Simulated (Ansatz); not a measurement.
# CuSb: the cost of one run

Computed with Ansatz 0.2.0 (DFT r²SCAN, scalar-relativistic, plane waves, PAW, unless a step's input says otherwise).

1 further run of the same task is left out (set aside as unsound or not needed). Runs told in other sessions of the task aren't counted.

### Step 1. Starting point

It takes space group Fm-3m (No. 225, cubic). The conventional cell has a = 5.383 Å, b = 5.383 Å, c = 5.383 Å, α = 90.00°, β = 90.00°, γ = 90.00°. Cu (site symmetry m-3m) has 6 Sb at 2.69 Å in its first shell of neighbours. Sb (site symmetry m-3m) has 6 Cu at 2.69 Å in its first shell of neighbours.

As a file:

```cif
data_structure
_symmetry_space_group_name_H-M 'Fm-3m'
_symmetry_Int_Tables_number 225
_cell_length_a 5.3825
_cell_length_b 5.3825
_cell_length_c 5.3825
_cell_angle_alpha 90.000
_cell_angle_beta 90.000
_cell_angle_gamma 90.000
_cell_volume 155.94
loop_
_atom_site_label
_atom_site_type_symbol
_atom_site_symmetry_multiplicity
_atom_site_Wyckoff_symbol
_atom_site_fract_x
_atom_site_fract_y
_atom_site_fract_z
_atom_site_occupancy
Cu1 Cu 4 b 0.50000 0.00000 0.00000 1
Sb1 Sb 4 a 0.00000 0.00000 0.00000 1
```

This cell comes from an earlier session at r²SCAN: 19.493 Å³/atom at 0.00 GPa, on a 12×12×12 mesh.

The changes: atom 2 (Sb) moved 0.02 Å along y; strain e5 = -0.02, atoms carried along; all atoms moved at random (σ = 0.1 Å), cell strained at random (1 %).

### Step 2. Atom 2 (Sb) moved 0.02 Å along y

Contents of input.yaml:

```yaml
crystal:
  lattice:
    - [0.0, 2.6912715293, 2.6912715293]
    - [2.6912715293, 0.0, 2.6912715293]
    - [2.6912715293, 2.6912715293, 0.0]
  atoms:
    - { symbol: Cu, position: [0.5, 0.5, 0.5] }
    - { symbol: Sb, position: [0.0037157157, -0.0037157157, 0.0037157157] }
basis:
  ecutwfc: 500
  ecutrho_ratio: 4
kpoints:
  mp_grid: { grid: [12, 12, 12] }
hamiltonian:
  xc: r2scan
scf:
  occupations: { method: gaussian, width: 0.05 }
output:
  forces: true
  stress: true
  eigenvalues: true
  write_density: true
  write_potential: true
  elf: true
  volumetric_format: npy
```

Started as:

```
> ansatz run input.yaml --threads 2 --pin off --max-ram 2662MiB --backend cpu --events-out ev --progress --plain --runs-dir out
```

**Question.** How long does this run take on 2 threads of Arm Neoverse V2, shared host, and how much memory does it need?

About 19 s, with a peak of 0.57 GiB.
